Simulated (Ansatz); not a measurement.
# TiW2: the cost of one run

Program: Ansatz 0.2.0. Level of theory: DFT PBE, scalar-relativistic, plane waves, PAW. These are calculated values, not measurements.

1 further run of the same task is left out (it didn't finish).

## (1) The structure to begin with

It takes space group P-62m (No. 189, hexagonal). Conventional cell: a = 4.985 Å, b = 4.985 Å, c = 4.547 Å, α = 90.00°, β = 90.00°, γ = 120.00°. Ti (site symmetry -6) is surrounded by 9 W at 2.82 to 2.88 Å and 3 Ti at 2.88 Å. Around W (site symmetry -62m) lie 6 W at 2.82 Å and 6 Ti at 2.88 Å. W (site symmetry m2m) has 8 W at 2.82 to 2.88 Å and 4 Ti at 2.82 Å as nearest neighbours.

Structure file:

```cif
data_structure
_symmetry_space_group_name_H-M 'P 1'
_symmetry_Int_Tables_number 1
_cell_length_a 4.9847
_cell_length_b 4.9847
_cell_length_c 4.5470
_cell_angle_alpha 90.000
_cell_angle_beta 90.000
_cell_angle_gamma 120.000
_cell_volume 97.84
loop_
_atom_site_label
_atom_site_type_symbol
_atom_site_fract_x
_atom_site_fract_y
_atom_site_fract_z
_atom_site_occupancy
Ti1 Ti 0.33333 0.66667 0.00000 1
Ti2 Ti 0.66667 0.33333 0.00000 1
W1 W 0.00000 0.00000 0.00000 1
W2 W 0.66667 0.66667 0.50000 1
W3 W 0.33333 0.00000 0.50000 1
W4 W 0.00000 0.33333 0.50000 1
```

The start is an ordering of an alloy on its end members' structure types: elements ordered on the sites of the Os type, Ti/W on Os (P-62m, No. 189).

## (2) A first look at the guess

File input.yaml:

```yaml
crystal:
  lattice:
    - [4.98473226, 0.0, 0.0]
    - [-2.49236613, 4.31690477, 0.0]
    - [0.0, 0.0, 4.54695201]
  atoms:
    - { symbol: Ti, position: [0.33333333, 0.66666667, 0.0] }
    - { symbol: Ti, position: [0.66666667, 0.33333333, 0.0] }
    - { symbol: W, position: [0.0, 0.0, 0.0] }
    - { symbol: W, position: [0.66666667, 0.66666667, 0.5] }
    - { symbol: W, position: [0.33333333, 0.0, 0.5] }
    - { symbol: W, position: [0.0, 0.33333333, 0.5] }
basis:
  ecutwfc: 420
kpoints:
  mp_grid: { grid: [6, 6, 4] }
hamiltonian:
  xc: pbe
scf:
  occupations: { method: gaussian, width: 0.1 }
  lower_state_search: "off"
output:
  forces: true
  stress: true
  eigenvalues: true
```

Command:

```sh
ansatz run input.yaml --threads 1 --pin off --max-ram 2560MiB --backend cpu --events-out ev --progress --plain --runs-dir out
```

What time and memory should one allow on 1 thread of Intel Xeon 6975P-C (Granite Rapids), shared host?

About 4.2 s, with a peak of 0.39 GiB.
